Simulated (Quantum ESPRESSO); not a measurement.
# NbSi (Fm-3m) in Quantum ESPRESSO: a series of runs

The runs below take NbSi through phonons, with LDA.

Everything below comes from runs of Quantum ESPRESSO 7.5. Logs are shortened: lines on timing, memory, paths and dates and some standing lists are left out, and cuts for length are marked.

### Step 1. Starting point

Symmetry: Fm-3m, No. 225, cubic system. The conventional cell has a = 5.148 Å, b = 5.148 Å, c = 5.148 Å, α = 90.00°, β = 90.00°, γ = 90.00°. Nb (site symmetry m-3m) has 6 Si at 2.57 Å as nearest neighbours. Si (site symmetry m-3m) has 6 Nb at 2.57 Å as nearest neighbours.

The cell was built by a generator and needn't be a form met in nature.

### Step 2. Phonons, LDA, target pressure -3 GPa, at which the enthalpy is minimised

File pw.in:

```
&CONTROL
  calculation = 'scf'
  prefix = 'pwscf'
  outdir = './tmp'
  pseudo_dir = './pseudo'
  tprnfor = .true.
  tstress = .true.
  disk_io = 'low'
/
&SYSTEM
  ibrav = 0
  nat = 2
  ntyp = 2
  ecutwfc = 45
  ecutrho = 360
  nbnd = 15
  occupations = 'smearing'
  smearing = 'mv'
  degauss = 0.01469973
/
&ELECTRONS
  conv_thr = 4d-10
  electron_maxstep = 120
  mixing_beta = 0.5
/
ATOMIC_SPECIES
Nb    92.9064 nb_lda_v1.uspp.F.UPF
Si    28.0850 si_lda_v1.uspp.F.UPF
CELL_PARAMETERS angstrom
   0.0000000000    2.5738300000    2.5738300000
   2.5738300000    0.0000000000    2.5738300000
   2.5738300000    2.5738300000    0.0000000000
ATOMIC_POSITIONS angstrom
Nb     0.0000000000    0.0000000000    0.0000000000
Si     2.5738300000    2.5738300000    2.5738300000
K_POINTS automatic
9 9 9 0 0 0
```

File relax.in:

```
&CONTROL
  calculation = 'vc-relax'
  prefix = 'pwscf'
  outdir = './tmp'
  pseudo_dir = './pseudo'
  tprnfor = .true.
  tstress = .true.
  disk_io = 'low'
  nstep = 40
  forc_conv_thr = 0.0001
  etot_conv_thr = 1d-06
/
&SYSTEM
  ibrav = 0
  nat = 2
  ntyp = 2
  ecutwfc = 45
  ecutrho = 360
  nbnd = 15
  occupations = 'smearing'
  smearing = 'mv'
  degauss = 0.01469973
/
&ELECTRONS
  conv_thr = 4d-10
  electron_maxstep = 120
  mixing_beta = 0.5
/
&IONS
  ion_dynamics = 'bfgs'
/
&CELL
  cell_dynamics = 'bfgs'
  press = -30
  press_conv_thr = 0.2
/
ATOMIC_SPECIES
Nb    92.9064 nb_lda_v1.uspp.F.UPF
Si    28.0850 si_lda_v1.uspp.F.UPF
CELL_PARAMETERS angstrom
   0.0000000000    2.5738300000    2.5738300000
   2.5738300000    0.0000000000    2.5738300000
   2.5738300000    2.5738300000    0.0000000000
ATOMIC_POSITIONS angstrom
Nb     0.0000000000    0.0000000000    0.0000000000
Si     2.5738300000    2.5738300000    2.5738300000
K_POINTS automatic
9 9 9 0 0 0
```

File scf2.in:

```
&CONTROL
  calculation = 'scf'
  prefix = 'pwscf'
  outdir = './tmp'
  pseudo_dir = './pseudo'
  tprnfor = .true.
  tstress = .true.
  disk_io = 'low'
/
&SYSTEM
  ibrav = 0
  nat = 2
  ntyp = 2
  ecutwfc = 45
  ecutrho = 360
  nbnd = 15
  occupations = 'smearing'
  smearing = 'mv'
  degauss = 0.01469973
/
&ELECTRONS
  conv_thr = 1d-13
  electron_maxstep = 120
  mixing_beta = 0.5
  startingpot = 'file'
  startingwfc = 'file'
/
ATOMIC_SPECIES
Nb    92.9064 nb_lda_v1.uspp.F.UPF
Si    28.0850 si_lda_v1.uspp.F.UPF
CELL_PARAMETERS angstrom
   0.0000000000    2.5472087592    2.5472087592
   2.5472087592    0.0000000000    2.5472087592
   2.5472087592    2.5472087592    0.0000000000
ATOMIC_POSITIONS angstrom
Nb     0.0000000000    0.0000000000    0.0000000000
Si     2.5472087592    2.5472087592    2.5472087592
K_POINTS automatic
9 9 9 0 0 0
```

File ph.in:

```
phonons of NbSi
&INPUTPH
  prefix = 'pwscf'
  outdir = './tmp'
  tr2_ph = 1d-18
  fildyn = 'dyn'
  niter_ph = 90
  alpha_mix(1) = 0.4
/
0.0000000000 0.0000000000 0.0000000000
```

File dynmat.in:

```
&INPUT
  fildyn = 'dyn'
  asr = 'crystal'
  filout = 'dynmat.disp'
  fileig = 'dynmat.eig'
/
```

Potentials or basis: GBRV 1.5 LDA.

Run with:

```bash
$ OMP_NUM_THREADS=1 pw.x -in pw.in > pw.out
$ OMP_NUM_THREADS=1 pw.x -in relax.in > relax.out
$ OMP_NUM_THREADS=1 pw.x -in scf2.in > scf2.out
$ OMP_NUM_THREADS=1 ph.x -in ph.in > ph.out
$ OMP_NUM_THREADS=1 dynmat.x -in dynmat.in > dynmat.out
```

pw.out:

```text
This program is part of the open-source Quantum ESPRESSO suite
     for quantum simulation of materials; please cite
[... 9 lines left out ...]
     --------------------
     sticks:   dense  smooth     PW     G-vecs:    dense   smooth      PW
     Sum        1159     583    187                26469     9377    1639

     Using Slab Decomposition

     bravais-lattice index     =            0
     lattice parameter (alat)  =       6.8785  a.u.
     unit-cell volume          =     230.1263 (a.u.)^3
     number of atoms/cell      =            2
     number of atomic types    =            2
     number of electrons       =        17.00
     number of Kohn-Sham states=           15
     kinetic-energy cutoff     =      45.0000  Ry
     charge density cutoff     =     360.0000  Ry
     scf convergence threshold =      4.0E-10
     mixing beta               =       0.5000
     number of iterations used =            8  plain     mixing
     Exchange-correlation= SLA  PZ   NOGX NOGC
                           (   1   1   0   0   0   0   0)

     celldm(1)=   6.878500  celldm(2)=   0.000000  celldm(3)=   0.000000
     celldm(4)=   0.000000  celldm(5)=   0.000000  celldm(6)=   0.000000

     crystal axes: (cart. coord. in units of alat)
               a(1) = (   0.000000   0.707107   0.707107 )
               a(2) = (   0.707107   0.000000   0.707107 )
               a(3) = (   0.707107   0.707107   0.000000 )

     reciprocal axes: (cart. coord. in units 2 pi/alat)
               b(1) = ( -0.707107  0.707107  0.707107 )
               b(2) = (  0.707107 -0.707107  0.707107 )
               b(3) = (  0.707107  0.707107 -0.707107 )

     PseudoPot. # 1 for Nb read from file:
     nb_lda_v1.uspp.F.UPF
     Pseudo is Ultrasoft + core correction, Zval = 13.0
     Generated by new atomic code, or converted to UPF format
     Using radial grid of  887 points,  6 beta functions with:
                l(1) =   0
                l(2) =   0
                l(3) =   1
                l(4) =   1
                l(5) =   2
                l(6) =   2
     Q(r) pseudized with  6 coefficients,  rinner =    1.000   1.000   1.000
                                                       1.000   1.000

     PseudoPot. # 2 for Si read from file:
     si_lda_v1.uspp.F.UPF
     Pseudo is Ultrasoft + core correction, Zval =  4.0
     Generated by new atomic code, or converted to UPF format
     Using radial grid of  899 points,  6 beta functions with:
                l(1) =   0
                l(2) =   0
                l(3) =   1
                l(4) =   1
                l(5) =   2
                l(6) =   2
     Q(r) pseudized with  8 coefficients,  rinner =    0.900   0.900   0.900
                                                       0.900   0.900

     atomic species   valence    mass     pseudopotential
     Nb               13.00    92.90640     Nb( 1.00)
     Si                4.00    28.08500     Si( 1.00)

     48 Sym. Ops., with inversion, found

   Cartesian axes

     site n.     atom                  positions (alat units)
         1        Nb     tau(   1) = (   0.0000000   0.0000000   0.0000000  )
         2        Si     tau(   2) = (   0.7071068   0.7071068   0.7071068  )

     number of k points=    35  Marzari-Vanderbilt smearing, width (Ry)=  0.0147
                       cart. coord. in units 2pi/alat
        k(    1) = (   0.0000000   0.0000000   0.0000000), wk =   0.0027435
        k(    2) = (   0.0785674   0.0785674  -0.0785674), wk =   0.0219479
        k(    3) = (   0.1571348   0.1571348  -0.1571348), wk =   0.0219479
        k(    4) = (   0.2357023   0.2357023  -0.2357023), wk =   0.0219479
        k(    5) = (   0.3142697   0.3142697  -0.3142697), wk =   0.0219479
        k(    6) = (   0.1571348   0.0000000  -0.0000000), wk =   0.0164609
[... 27 lines left out ...]
        k(   34) = (  -0.0000000  -0.4714045   0.6285394), wk =   0.0658436
        k(   35) = (  -0.0785674  -0.3928371   0.7071068), wk =   0.0658436

     Dense  grid:    26469 G-vectors     FFT dimensions: (  45,  45,  45)

     Smooth grid:     9377 G-vectors     FFT dimensions: (  30,  30,  30)

     Initial potential from superposition of free atoms

     starting charge      16.9972, renormalised to      17.0000
     Starting wfcs are   17 randomized atomic wfcs

     Self-consistent Calculation

     iteration #  1     ecut=    45.00 Ry     beta= 0.50
     Davidson diagonalization with overlap
     ethr =  1.00E-02,  avg # of iterations =  4.8

     total energy              =    -127.65216689 Ry
     estimated scf accuracy    <       0.30662676 Ry

     iteration #  2     ecut=    45.00 Ry     beta= 0.50
     Davidson diagonalization with overlap
     ethr =  1.80E-03,  avg # of iterations =  2.3

     total energy              =    -127.73913980 Ry
     estimated scf accuracy    <       0.10067489 Ry

     iteration #  3     ecut=    45.00 Ry     beta= 0.50
     Davidson diagonalization with overlap
     ethr =  5.92E-04,  avg # of iterations =  1.4
[... 29 lines left out ...]
     total energy              =    -127.75904385 Ry
     estimated scf accuracy    <       0.00000018 Ry

     iteration #  8     ecut=    45.00 Ry     beta= 0.50
     Davidson diagonalization with overlap
     ethr =  1.04E-09,  avg # of iterations =  1.8

     total energy              =    -127.75904390 Ry
     estimated scf accuracy    <          2.5E-09 Ry

     iteration #  9     ecut=    45.00 Ry     beta= 0.50
     Davidson diagonalization with overlap
     ethr =  1.48E-11,  avg # of iterations =  3.1

     End of self-consistent calculation

          k = 0.0000 0.0000 0.0000 (  1211 PWs)   bands (ev):

   -41.3479 -17.4218 -17.4218 -17.4218   3.1468  12.5185  12.5185  12.5185
    13.0913  13.0913  16.1916  16.1916  16.1916  22.1358  23.0729

          k = 0.0786 0.0786-0.0786 (  1203 PWs)   bands (ev):

   -41.3459 -17.4471 -17.4250 -17.4250   3.3827  12.0939  12.3952  12.3952
    12.9038  12.9038  15.9442  16.9768  16.9768  22.4958  23.6967

          k = 0.1571 0.1571-0.1571 (  1179 PWs)   bands (ev):

   -41.3408 -17.5107 -17.4329 -17.4329   4.0598  11.0012  11.6308  11.6308
    13.4016  13.4016  15.6290  18.5902  18.5902  21.9833  24.7699

          k = 0.2357 0.2357-0.2357 (  1167 PWs)   bands (ev):

   -41.3350 -17.5819 -17.4420 -17.4420   5.0877   9.5999  10.9861  10.9861
    14.2110  14.2110  15.6848  20.0354  20.2908  20.2908  22.9903
[... 143 lines left out ...]
   -41.3259 -17.5940 -17.5081 -17.4956   5.6007  10.1276  10.5070  12.0281
    14.1246  15.3271  15.7202  15.9242  17.5657  21.3729  24.4564

          k =-0.0000-0.4714 0.6285 (  1169 PWs)   bands (ev):

   -41.3254 -17.5786 -17.5351 -17.4922   5.8712  10.1106  10.2736  11.3859
    14.2558  15.3984  16.0369  16.2497  17.3905  22.5287  24.1343

          k =-0.0786-0.3928 0.7071 (  1170 PWs)   bands (ev):

   -41.3256 -17.5673 -17.5412 -17.4951   5.9943   9.9362  10.3154  10.9753
    14.9283  15.1869  16.0039  16.0314  17.7404  23.2116  24.5419

     the Fermi energy is    13.7531 ev

!    total energy              =    -127.75904390 Ry
     estimated scf accuracy    <          2.8E-10 Ry
     smearing contrib. (-TS)   =       0.00026444 Ry
     internal energy E=F+TS    =    -127.75930834 Ry

     The total energy is F=E-TS. E is the sum of the following terms:
     one-electron contribution =     -27.23924035 Ry
     hartree contribution      =      21.01866169 Ry
     xc contribution           =     -22.69368840 Ry
     ewald contribution        =     -98.84504128 Ry

     convergence has been achieved in   9 iterations

     Forces acting on atoms (cartesian axes, Ry/au):

     atom    1 type  1   force =     0.00000000    0.00000000    0.00000000
     atom    2 type  2   force =    -0.00000000   -0.00000000   -0.00000000

     Total force =     0.000000     Total SCF correction =     0.000000

     Computing stress (Cartesian axis) and pressure

          total   stress  (Ry/bohr**3)                   (kbar)     P=      -75.63
  -0.00051413   0.00000000   0.00000000          -75.63        0.00        0.00
   0.00000000  -0.00051413   0.00000000            0.00      -75.63        0.00
   0.00000000   0.00000000  -0.00051413            0.00        0.00      -75.63

=------------------------------------------------------------------------------=
   JOB DONE.
=------------------------------------------------------------------------------=
```

relax.out:

```text
This program is part of the open-source Quantum ESPRESSO suite
     for quantum simulation of materials; please cite
[... 9 lines left out ...]
     --------------------
     sticks:   dense  smooth     PW     G-vecs:    dense   smooth      PW
     Sum        1159     583    187                26469     9377    1639
[... 1693 lines left out ...]
  -0.00020406   0.00000000  -0.00000000          -30.02        0.00       -0.00
  -0.00000000  -0.00020406   0.00000000           -0.00      -30.02        0.00
   0.00000000   0.00000000  -0.00020406            0.00        0.00      -30.02

=------------------------------------------------------------------------------=
   JOB DONE.
=------------------------------------------------------------------------------=
```

It took 4.4 min on 1 thread of Arm Neoverse V1, shared host; peak memory 0.13 GiB.

What came out:

| Item | Value |
| --- | --- |
| Free energy | -1738.2841 eV |
| Relaxed volume | 16.53 Å³/atom |
| Relaxed cell | a = 3.602 Å, b = 3.602 Å, c = 3.602 Å, α = 60.00°, β = 60.00°, γ = 60.00° |
| Space group after relaxing (to 0.05 Å) | Fm-3m (No. 225) |
| Pressure after relaxing | -3.0 GPa |
| Band gap on the k mesh | none (metal or under the smearing width) |
| Highest phonon frequency at Γ | 374 cm⁻¹ |

The path:
```tsv
step	energy change (eV)	largest force (eV/Å)	pressure (GPa)	volume (Å³)
1	0.0000	0.0000	-7.56	34.10
2	-0.0290	0.0000	-4.20	33.31
3	-0.0350	0.0000	-2.95	33.04
4	-0.0348	0.0000	-3.00	33.05
```

Final structure:
```
CELL_PARAMETERS angstrom
0.00000 2.54721 2.54721
2.54721 0.00000 2.54721
2.54721 2.54721 0.00000
ATOMIC_POSITIONS crystal
Nb 0.00000 0.00000 0.00000
Si 0.50000 0.50000 0.50000
```

Phonon frequencies in cm⁻¹ (negative: imaginary):
| q point | frequencies |
| --- | --- |
| (0.000, 0.000, 0.000) | -7 -7 -7 374 374 374 |

Optical modes at Γ, degenerate ones joined:
```csv
cm⁻¹,components,symmetry,active in
374,3,T1u,IR
```

Caveat: the cell is more than 3 GPa from zero pressure, which shifts response properties.

### Step 3. Phonons, LDA

pw.in is that of step 2.

Changes to relax.in since step 2:

```diff
@@ -33,3 +33,3 @@
   cell_dynamics = 'bfgs'
-  press = -30
+  press = 0
   press_conv_thr = 0.2
```

Changes to scf2.in since step 2:

```diff
@@ -31,8 +31,8 @@
 CELL_PARAMETERS angstrom
-   0.0000000000    2.5472087592    2.5472087592
-   2.5472087592    0.0000000000    2.5472087592
-   2.5472087592    2.5472087592    0.0000000000
+   0.0000000000    2.5315089575    2.5315089575
+   2.5315089575    0.0000000000    2.5315089575
+   2.5315089575    2.5315089575    0.0000000000
 ATOMIC_POSITIONS angstrom
 Nb     0.0000000000    0.0000000000    0.0000000000
-Si     2.5472087592    2.5472087592    2.5472087592
+Si     2.5315089575    2.5315089575    2.5315089575
 K_POINTS automatic
```

ph.in is that of step 2.

dynmat.in is that of step 2.

Potentials or basis: GBRV 1.5 LDA.

Run with:

```bash
$ OMP_NUM_THREADS=1 pw.x -in pw.in > pw.out
$ OMP_NUM_THREADS=1 pw.x -in relax.in > relax.out
$ OMP_NUM_THREADS=1 pw.x -in scf2.in > scf2.out
$ OMP_NUM_THREADS=1 ph.x -in ph.in > ph.out
$ OMP_NUM_THREADS=1 dynmat.x -in dynmat.in > dynmat.out
```

pw.out:

```text
This program is part of the open-source Quantum ESPRESSO suite
     for quantum simulation of materials; please cite
[... 9 lines left out ...]
     --------------------
     sticks:   dense  smooth     PW     G-vecs:    dense   smooth      PW
     Sum        1159     583    187                26469     9377    1639

     Using Slab Decomposition

     bravais-lattice index     =            0
     lattice parameter (alat)  =       6.8785  a.u.
     unit-cell volume          =     230.1263 (a.u.)^3
     number of atoms/cell      =            2
     number of atomic types    =            2
     number of electrons       =        17.00
     number of Kohn-Sham states=           15
     kinetic-energy cutoff     =      45.0000  Ry
     charge density cutoff     =     360.0000  Ry
     scf convergence threshold =      4.0E-10
     mixing beta               =       0.5000
     number of iterations used =            8  plain     mixing
     Exchange-correlation= SLA  PZ   NOGX NOGC
[... 165 lines left out ...]

          k = 0.0000 0.0000 0.0000 (  1211 PWs)   bands (ev):

   -41.3479 -17.4218 -17.4218 -17.4218   3.1468  12.5185  12.5185  12.5185
    13.0913  13.0913  16.1916  16.1916  16.1916  22.1358  23.0729

          k = 0.0786 0.0786-0.0786 (  1203 PWs)   bands (ev):
[... 166 lines left out ...]
   -41.3256 -17.5673 -17.5412 -17.4951   5.9943   9.9362  10.3154  10.9753
    14.9283  15.1869  16.0039  16.0314  17.7404  23.2116  24.5419

     the Fermi energy is    13.7531 ev

!    total energy              =    -127.75904390 Ry
     estimated scf accuracy    <          2.8E-10 Ry
     smearing contrib. (-TS)   =       0.00026444 Ry
     internal energy E=F+TS    =    -127.75930834 Ry

     The total energy is F=E-TS. E is the sum of the following terms:
     one-electron contribution =     -27.23924035 Ry
     hartree contribution      =      21.01866169 Ry
     xc contribution           =     -22.69368840 Ry
     ewald contribution        =     -98.84504128 Ry

     convergence has been achieved in   9 iterations

     Forces acting on atoms (cartesian axes, Ry/au):

     atom    1 type  1   force =     0.00000000    0.00000000    0.00000000
     atom    2 type  2   force =    -0.00000000   -0.00000000   -0.00000000

     Total force =     0.000000     Total SCF correction =     0.000000

     Computing stress (Cartesian axis) and pressure

          total   stress  (Ry/bohr**3)                   (kbar)     P=      -75.63
  -0.00051413   0.00000000   0.00000000          -75.63        0.00        0.00
   0.00000000  -0.00051413   0.00000000            0.00      -75.63        0.00
   0.00000000   0.00000000  -0.00051413            0.00        0.00      -75.63

=------------------------------------------------------------------------------=
   JOB DONE.
=------------------------------------------------------------------------------=
```

It took 4.3 min on 1 thread of Arm Neoverse V1, shared host; peak memory 0.13 GiB.

Results:

```
Free energy                            : -1738.2892 eV
Relaxed volume                         : 16.22 Å³/atom
Relaxed cell                           : a = 3.580 Å, b = 3.580 Å, c = 3.580 Å, α = 60.00°, β = 60.00°, γ = 60.00°
Space group after relaxing (to 0.05 Å) : Fm-3m (No. 225)
Pressure after relaxing                : 0.0 GPa
Band gap on the k mesh                 : none (metal or under the smearing width)
Highest phonon frequency at Γ          : 386 cm⁻¹
```

Step by step:
```tsv
step	energy change (eV)	largest force (eV/Å)	pressure (GPa)	volume (Å³)
1	0.0000	0.0000	-7.56	34.10
2	-0.0385	0.0000	-1.80	32.80
3	-0.0405	0.0000	0.14	32.42
4	-0.0405	0.0000	0.00	32.45
```

Final structure:
```xyz
2
Lattice="0.0000 2.5315 2.5315 2.5315 0.0000 2.5315 2.5315 2.5315 0.0000" Properties=species:S:1:pos:R:3 pbc="T T T"
Nb    0.0000    0.0000    0.0000
Si    2.5315    2.5315    2.5315
```

Phonon frequencies in cm⁻¹ (negative: imaginary):
```
              q point           frequencies
(0.000, 0.000, 0.000)  -6 -6 -6 386 386 386
```

Optical modes at Γ, degenerate ones joined:
| cm⁻¹ | components | symmetry | active in |
| --- | --- | --- | --- |
| 386 | 3 | T1u | IR |

(Continued in part 2 of 2.)
